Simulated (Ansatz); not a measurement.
# Sc5Ge3: the cost of one run

Computed with Ansatz 0.2.0 (DFT, PBE, plane-wave PAW, default files, scalar-relativistic, as far as a step names no other, unless a step's input says otherwise).

## Step 1: The system as given

The structure is hexagonal, space group P6_3/mcm (No. 193). The conventional cell has a = 7.943 Å, b = 7.943 Å, c = 5.912 Å, α = 90.00°, β = 90.00°, γ = 120.00°. Around Sc (site symmetry 32) lie 6 Ge at 2.86 Å and 2 Sc at 2.96 Å. Sc (site symmetry m2m) has 3 Ge at 2.73 to 2.91 Å as nearest neighbours. Ge (site symmetry m2m) has 7 Sc at 2.73 to 2.91 Å as nearest neighbours.

Coordinates:

```
Sc Ge
1.0
     7.94301    0.00000    0.00000
    -3.97151    6.87885    0.00000
     0.00000    0.00000    5.91241
Sc Ge
10 6
Direct
  0.33333 0.66667 0.00000
  0.66667 0.33333 0.50000
  0.66667 0.33333 0.00000
  0.33333 0.66667 0.50000
  0.24083 0.00000 0.25000
  0.24083 0.24083 0.75000
  0.00000 0.75917 0.75000
  0.00000 0.24083 0.25000
  0.75917 0.75917 0.25000
  0.75917 0.00000 0.75000
  0.60665 0.00000 0.25000
  0.60665 0.60665 0.75000
  0.00000 0.39335 0.75000
  0.00000 0.60665 0.25000
  0.39335 0.39335 0.25000
  0.39335 0.00000 0.75000
```

## Step 2: First run, atoms as given

input.yaml

```yaml
crystal:
  lattice:
    - [7.943010094, 0.0, 0.0]
    - [-3.971505047, 6.8788485239, 0.0]
    - [0.0, 0.0, 5.91240581]
  atoms:
    - { symbol: Sc, position: [0.3333333333, 0.6666666667, 0.0] }
    - { symbol: Sc, position: [0.6666666667, 0.3333333333, 0.5] }
    - { symbol: Sc, position: [0.6666666667, 0.3333333333, 0.0] }
    - { symbol: Sc, position: [0.3333333333, 0.6666666667, 0.5] }
    - { symbol: Sc, position: [0.24083138, 0.0, 0.25] }
    - { symbol: Sc, position: [0.24083138, 0.24083138, 0.75] }
    - { symbol: Sc, position: [0.0, 0.75916862, 0.75] }
    - { symbol: Sc, position: [0.0, 0.24083138, 0.25] }
    - { symbol: Sc, position: [0.75916862, 0.75916862, 0.25] }
    - { symbol: Sc, position: [0.75916862, 0.0, 0.75] }
    - { symbol: Ge, position: [0.60665308, 0.0, 0.25] }
    - { symbol: Ge, position: [0.60665308, 0.60665308, 0.75] }
    - { symbol: Ge, position: [0.0, 0.39334692, 0.75] }
    - { symbol: Ge, position: [0.0, 0.60665308, 0.25] }
    - { symbol: Ge, position: [0.39334692, 0.39334692, 0.25] }
    - { symbol: Ge, position: [0.39334692, 0.0, 0.75] }
kpoints:
  mp_grid: { grid: [5, 5, 5] }
scf:
  occupations: { method: fermi_dirac, width: 0.05 }
hamiltonian:
  xc: pbe
  pseudopotentials: { kind: paw }
output:
  forces: true
  stress: true
  populations: true
  efg:
    quadrupole_moments_barn: { Sc: -0.22, Ge: -0.196 }
    contact_densities: true
```

Started as:

```bash
$ ansatz run input.yaml --threads 1 --pin off --max-ram 2560MiB --backend cpu --events-out ev --progress --plain --runs-dir out
```

What time and memory should one allow on 1 thread of Intel Xeon Platinum 8259CL at 2.50GHz (Skylake/Cascade Lake), shared host?

About 49 s, with a peak of 0.91 GiB.
